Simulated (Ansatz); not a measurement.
# NbTe (P-6m2) in Ansatz: notebook

One crystal, NbTe, is run at these levels: PBEsol; tasks: single point.

All numbers are computed with Ansatz 0.2.0; they aren't measurements. Logs are shortened: lines on timing, memory, paths and dates and some standing lists are left out, and cuts for length are marked.

**1. The structure**

The structure is hexagonal, space group P-6m2 (No. 187). The conventional cell has a = 3.703 Å, b = 3.703 Å, c = 3.694 Å, α = 90.00°, β = 90.00°, γ = 120.00°. Te (site symmetry -6m2) has 6 Nb at 2.83 Å as nearest neighbours. Nb (site symmetry -6m2) is surrounded by 6 Te at 2.83 Å.

The cell comes from a database or a generator and needn't be the stable form of this composition.

**2. Single point, PBEsol, 20.62 Å³/atom (volume scaled by 0.94)**

Contents of input.yaml:

```yaml
crystal:
  lattice:
    - [3.62738227, 0.0, 0.0]
    - [-1.813691135, 3.1414051951, 0.0]
    - [0.0, 0.0, 3.6187977783]
  atoms:
    - { symbol: Te, position: [0.6666666667, 0.3333333333, 0.0] }
    - { symbol: Nb, position: [0.0, 0.0, 0.5] }
kpoints:
  mp_grid: { grid: [8, 8, 7] }
scf:
  occupations: { method: fermi_dirac, width: 0.05 }
hamiltonian:
  xc: pbesol
  pseudopotentials: { kind: all_electron, lapw: { basis_error: 0.0005 } }
output:
  forces: true
  stress: true
  eigenvalues: true
```

Potentials or basis: all-electron LAPW, scalar-relativistic.

On the command line:

```console
ansatz run input.yaml --threads 1 --pin off --max-ram 3072MiB --backend cpu --events-out ev --progress --plain --runs-dir out
```

The program printed:

```text
Warning: RAYON_NUM_THREADS=1 ignored (pool sized by the plan → 1); use --threads N
LAPW: plane waves up to 8.324 Å⁻¹, error target 5.0e-4 eV per atom; small_component_spin mean_spin; Nb in spheres of 1.357 Å, 29 of its electrons in bands, Dirac shells []; Te in spheres of 1.411 Å, 24 of its electrons in bands, Dirac shells [] (how accurate: hamiltonian.pseudopotentials.lapw.basis_error, Limitations)
Engine: ansatz 0.2.0, aarch64-unknown-linux-gnu
Pseudopotentials: kind: all_electron
Pseudopotential: Te, LAPW, valence charge 24, lapw/all_electron/scalar/gaussian/Te, Koelling and Harmon's equation, gaussian nucleus
Pseudopotential: Nb, LAPW, valence charge 29, lapw/all_electron/scalar/gaussian/Nb, Koelling and Harmon's equation, gaussian nucleus
Functional definition: PBEsol
  exchange = pbesol_x
  correlation = pbesol_c
Crystal: 2 atoms, lattice volume = 41.236 Å³
Basis set: ecut = 263.96953986834427 eV, 405 PW (Γ), exchange–correlation at level 2
Bands: 32, of which v1, the nominal top of the filled ones, is band 27 counted from 1 (26 counted from 0)
Symmetry: 12 space group operations
Space group: P-6m2 (ITA 187), of the structure as read, at distance tolerance 3.5e-5 Å
k-points: 40 of 448 (time reversal used)
Non-local potential: Te, projectors of the file, none
Non-local potential: Nb, projectors of the file, none
Initial density: superposition of atomic densities (chi_scale 0.1, normalization cell, long waves kept (reshape's long-wave potential 0.00 eV rms))
Initial wavefunctions: plane waves of lowest kinetic energy (no species holds an atomic orbital)
Functional: x = pbesol(κ = 0.804, μ = 0.12345679012345678), c = pbesol(β = 0.046)
iter 1 solved again at ethr=1.05e-3 eV; its pass at ethr=1.00e-1 eV (dr2=5.54e-1 eV) is discarded
SCF iter   1: F=—  HF=-288695.654190 eV  |F-HF|=—  |Δ(HF+E_count)|=         —  Δρ=3.32e-2  dr2=5.56e-1  ethr=1.05e-3  ⟨swp⟩=2.1  Hψ=8022  notcnv=0
preconditioner: auto → Kerker (q_TF=auto, 2.845 Å⁻¹)  [metal: Δε(μ)=0.020 eV  Ē_g=8.991 eV  σ=0.050 eV  W_gap=0.10  n_scr=20 (ndim 8)  ℏωp=19.2 eV  f_vac=0.000  D(μ)=1.51/eV (n_scr^D=8)]
SCF iter   2: F=—  HF=-288695.291870 eV  |F-HF|=—  |Δ(HF+E_count)|=   3.62e-1  Δρ=1.41e-2  dr2=8.43e-2  ethr=1.05e-3  ⟨swp⟩=2.0  Hψ=4041  notcnv=0
SCF iter   3: F=—  HF=-288695.278713 eV  |F-HF|=—  |Δ(HF+E_count)|=   1.32e-2  Δρ=1.04e-2  dr2=5.24e-2  ethr=1.59e-4  ⟨swp⟩=2.0  Hψ=3851  notcnv=0
SCF iter   4: F=—  HF=-288695.271625 eV  |F-HF|=—  |Δ(HF+E_count)|=         —  Δρ=3.27e-3  dr2=6.36e-3  ethr=9.89e-5  ⟨swp⟩=2.0  Hψ=3843  notcnv=0
the basis was enlarged: its passes take 318.7 KiB over the memory plan, 1 of 1 planned eigensolver slots
SCF iter   5: F=—  HF=-288695.271441 eV  |F-HF|=—  |Δ(HF+E_count)|=   1.84e-4  Δρ=1.14e-3  dr2=7.86e-4  ethr=1.20e-5  ⟨swp⟩=2.0  Hψ=3842  notcnv=0
SCF iter   6: F=—  HF=-288695.271087 eV  |F-HF|=—  |Δ(HF+E_count)|=   3.54e-4  Δρ=4.66e-4  dr2=8.07e-5  ethr=1.48e-6  ⟨swp⟩=2.0  Hψ=3838  notcnv=0
SCF iter   7: F=—  HF=-288695.271079 eV  |F-HF|=—  |Δ(HF+E_count)|=   7.79e-6  Δρ=1.68e-4  dr2=1.01e-5  ethr=1.52e-7  ⟨swp⟩=2.0  Hψ=3840  notcnv=0  defer=1
SCF iter   8: F=—  HF=-288695.271081 eV  |F-HF|=—  |Δ(HF+E_count)|=   1.83e-6  Δρ=3.99e-5  dr2=1.16e-6  ethr=1.90e-8  ⟨swp⟩=2.0  Hψ=3841  notcnv=0
iter 9 solved again at ethr=1.48e-10 eV; its pass at ethr=2.19e-9 eV (dr2=7.83e-8 eV) is discarded
SCF iter   9: F=-288695.271081 eV  HF=-288695.271081 eV  |F-HF|=2.57e-8  |Δ(HF+E_count)|=   3.21e-7  Δρ=1.16e-5  dr2=7.83e-8  ethr=1.48e-10  ⟨swp⟩=2.0  Hψ=6476  notcnv=0
SCF 1 converged in 9 iterations: F = -288695.271081 eV  dr2 = 7.83e-8
SCF converged after 9 iterations
Free energy (F): -288695.271081 eV
Harris-Foulkes:  -288695.271081 eV  (|F-HF|=2.57e-8)
Internal energy: -288695.260659 eV  (E = F + TS)
E sigma→0 (E₀):  -288695.265870 eV
Entropy (-TS):   -0.010421 eV (-5.211 meV/atom)
Fermi energy:    19.571645 eV
--- Per-component energies (eV) ---
  E_band       = -4683.515227
  E_kinetic    = 302631.172625
  E_xc         = -7897.438635
  E_electrostatic = -583428.994650  (all electrons and nuclei)
  E_smearing   = -0.010421  (= −TS)
  E_closure    = 0.000000  (closes the sum)
  E_atoms      = -288680.437287  (free atoms, spherical and without spin; not in F)
  Σ components = -288695.271081   (vs F -288695.271081, Δ=0.00e0)
  Basis errors (estimates in eV, not in F): energy 1.6e-4 per atom: plane waves 1.5e-4 (7.9e-5 summed), levels above the bands 2.3e-58, relativity 1.3e-8, radial functions 1.8e-5, core shells 5.7e-7; eigenvalues (radial functions only) 6.5e-7; not estimated: angular momenta, meshes, grids; target (lapw.basis_error) 5.0e-4; muffin-tin radii Nb 1.357 Å, Te 1.411 Å
--- Forces (eV/Å), atoms counted from 1 ---
  atom   1  Te     0.00000000     0.00000000     0.00000000
  atom   2  Nb     0.00000000     0.00000000     0.00000000
  max |Σ_I F_I| component: 1.30e-16 eV/Å
--- Stress (GPa, compression-positive) ---
        1.951994       0.000000      -0.000000
        0.000000       1.951994      -0.000000
       -0.000000      -0.000000       4.290160
  P = ⅓ Tr σ = 2.7314 GPa (27.314 kbar)
--- Band table (eV; the first three rows and the last of 40) ---
  k-point 0: bands = ["-323.9401", "-323.9110", "-323.9110", "-173.7929", "-173.7751", "-173.7751", "-173.7593", "-173.7593", "-140.9450", "-91.0612", "-91.0612", "-91.0486", "-35.8372", "-18.5423", "-18.5423", "-18.5338", "-18.5336", "-18.5336", "-12.0883", "-11.8734", "-11.8734", "4.8836", "16.2378", "16.2378", "16.2635", "17.2228", "19.7052", "19.7052", "22.2509", "22.2509", "22.7601", "25.6219"]
  k-point 1: bands = ["-323.9401", "-323.9110", "-323.9110", "-173.7929", "-173.7751", "-173.7751", "-173.7593", "-173.7593", "-140.9450", "-91.0612", "-91.0612", "-91.0486", "-35.8358", "-18.5420", "-18.5420", "-18.5350", "-18.5350", "-18.5306", "-12.1174", "-11.8705", "-11.8705", "5.1090", "15.0123", "16.3654", "16.3654", "17.9276", "19.2250", "19.2250", "22.5274", "22.5274", "23.2173", "26.6564"]
  k-point 2: bands = ["-323.9401", "-323.9110", "-323.9110", "-173.7929", "-173.7751", "-173.7751", "-173.7593", "-173.7593", "-140.9450", "-91.0612", "-91.0612", "-91.0486", "-35.8327", "-18.5417", "-18.5417", "-18.5378", "-18.5378", "-18.5235", "-12.1819", "-11.8640", "-11.8640", "5.6970", "13.1735", "16.6494", "16.6494", "18.6129", "18.6129", "19.0045", "22.1960", "22.1960", "23.9929", "27.9122"]
  k-point 39: bands = ["-323.9401", "-323.9110", "-323.9110", "-173.7929", "-173.7751", "-173.7751", "-173.7593", "-173.7593", "-140.9450", "-91.0613", "-91.0612", "-91.0487", "-35.8182", "-18.5517", "-18.5400", "-18.5357", "-18.5275", "-18.5087", "-12.1669", "-11.9978", "-11.9352", "7.2090", "12.9964", "13.6008", "14.8516", "18.2137", "20.7900", "21.4480", "21.9745", "22.2764", "23.2459", "24.3040"]
```

Run time: 26 s. Hardware: 1 thread of Arm Neoverse V1, shared host; peak memory 0.33 GiB.

What came out:

```yaml
Free_energy: -288695.2711 eV
Pressure: 2.7 GPa
Band_gap_on_the_k_mesh: none (metal or under the smearing width)
```

**3. Single point, PBEsol, 21.06 Å³/atom (volume scaled by 0.96)**

input.yaml, as its differences from that of step 2:

```diff
@@ -2,5 +2,5 @@
   lattice:
-    - [3.62738227, 0.0, 0.0]
-    - [-1.813691135, 3.1414051951, 0.0]
-    - [0.0, 0.0, 3.6187977783]
+    - [3.6529280573, 0.0, 0.0]
+    - [-1.8264640286, 3.1635284958, 0.0]
+    - [0.0, 0.0, 3.6442831093]
   atoms:
```

Potentials or basis: all-electron LAPW, scalar-relativistic.

On the command line:

```console
ansatz run input.yaml --threads 1 --pin off --max-ram 3072MiB --backend cpu --events-out ev --progress --plain --runs-dir out
```

Wall time 28 s (1 thread of Arm Neoverse V1, shared host); peak memory 0.33 GiB.

It converged, with:

```yaml
Free_energy: -288695.2777 eV
Pressure: -0.2 GPa
Band_gap_on_the_k_mesh: none (metal or under the smearing width)
```

**4. Single point, PBEsol, 21.50 Å³/atom (volume scaled by 0.98)**

input.yaml, as its differences from that of step 3:

```diff
@@ -2,5 +2,5 @@
   lattice:
-    - [3.6529280573, 0.0, 0.0]
-    - [-1.8264640286, 3.1635284958, 0.0]
-    - [0.0, 0.0, 3.6442831093]
+    - [3.6781214607, 0.0, 0.0]
+    - [-1.8390607303, 3.1853466232, 0.0]
+    - [0.0, 0.0, 3.6694168905]
   atoms:
```

On the command line:

```console
ansatz run input.yaml --threads 1 --pin off --max-ram 3072MiB --backend cpu --events-out ev --progress --plain --runs-dir out
```

It took 28 s on 1 thread of Arm Neoverse V1, shared host; peak memory 0.33 GiB.

Results (log left out):

```
Free energy            : -288695.2690 eV
Pressure               : -2.9 GPa
Band gap on the k mesh : none (metal or under the smearing width)
```

**5. Single point, PBEsol, 21.93 Å³/atom**

input.yaml, as its differences from that of step 4:

```diff
@@ -2,5 +2,5 @@
   lattice:
-    - [3.6781214607, 0.0, 0.0]
-    - [-1.8390607303, 3.1853466232, 0.0]
-    - [0.0, 0.0, 3.6694168905]
+    - [3.7029743866, 0.0, 0.0]
+    - [-1.8514871933, 3.2068698884, 0.0]
+    - [0.0, 0.0, 3.694211]
   atoms:
```

On the command line:

```console
ansatz run input.yaml --threads 1 --pin off --max-ram 3072MiB --backend cpu --events-out ev --progress --plain --runs-dir out
```

Run time: 28 s. Hardware: 1 thread of Arm Neoverse V1, shared host; peak memory 0.33 GiB.

The run converged. Its results:

```yaml
Free_energy: -288695.2466 eV
Pressure: -5.2 GPa
Band_gap_on_the_k_mesh: none (metal or under the smearing width)
```

**6. Single point, PBEsol, 22.37 Å³/atom (volume scaled by 1.02)**

input.yaml, as its differences from that of step 5:

```diff
@@ -2,5 +2,5 @@
   lattice:
-    - [3.7029743866, 0.0, 0.0]
-    - [-1.8514871933, 3.2068698884, 0.0]
-    - [0.0, 0.0, 3.694211]
+    - [3.7274981105, 0.0, 0.0]
+    - [-1.8637490552, 3.2281080563, 0.0]
+    - [0.0, 0.0, 3.7186766865]
   atoms:
```

Potentials or basis: all-electron LAPW, scalar-relativistic.

On the command line:

```console
ansatz run input.yaml --threads 1 --pin off --max-ram 3072MiB --backend cpu --events-out ev --progress --plain --runs-dir out
```

Wall time 27 s (1 thread of Arm Neoverse V1, shared host); peak memory 0.33 GiB.

It converged, with:

```
Free energy            : -288695.2120 eV
Pressure               : -7.3 GPa
Band gap on the k mesh : none (metal or under the smearing width)
```

**7. Single point, PBEsol, 22.81 Å³/atom (volume scaled by 1.04)**

input.yaml, as its differences from that of step 6:

```diff
@@ -2,5 +2,5 @@
   lattice:
-    - [3.7274981105, 0.0, 0.0]
-    - [-1.8637490552, 3.2281080563, 0.0]
-    - [0.0, 0.0, 3.7186766865]
+    - [3.7517033219, 0.0, 0.0]
+    - [-1.8758516609, 3.2490703843, 0.0]
+    - [0.0, 0.0, 3.7428246143]
   atoms:
```

On the command line:

```console
ansatz run input.yaml --threads 1 --pin off --max-ram 3072MiB --backend cpu --events-out ev --progress --plain --runs-dir out
```

Wall time 27 s (1 thread of Arm Neoverse V1, shared host); peak memory 0.33 GiB.

It converged, with:

* Free energy: -288695.1666 eV
* Pressure: -9.2 GPa
* Band gap on the k mesh: none (metal or under the smearing width)

**8. Single point, PBEsol, 23.25 Å³/atom (volume scaled by 1.06)**

input.yaml, as its differences from that of step 7:

```diff
@@ -2,5 +2,5 @@
   lattice:
-    - [3.7517033219, 0.0, 0.0]
-    - [-1.8758516609, 3.2490703843, 0.0]
-    - [0.0, 0.0, 3.7428246143]
+    - [3.7756001657, 0.0, 0.0]
+    - [-1.8878000828, 3.2697656581, 0.0]
+    - [0.0, 0.0, 3.7666649043]
   atoms:
```

On the command line:

```console
ansatz run input.yaml --threads 1 --pin off --max-ram 3072MiB --backend cpu --events-out ev --progress --plain --runs-dir out
```

Wall time 27 s (1 thread of Arm Neoverse V1, shared host); peak memory 0.33 GiB.

The run converged. Its results:

```yaml
Free_energy: -288695.1117 eV
Pressure: -10.8 GPa
Band_gap_on_the_k_mesh: none (metal or under the smearing width)
```
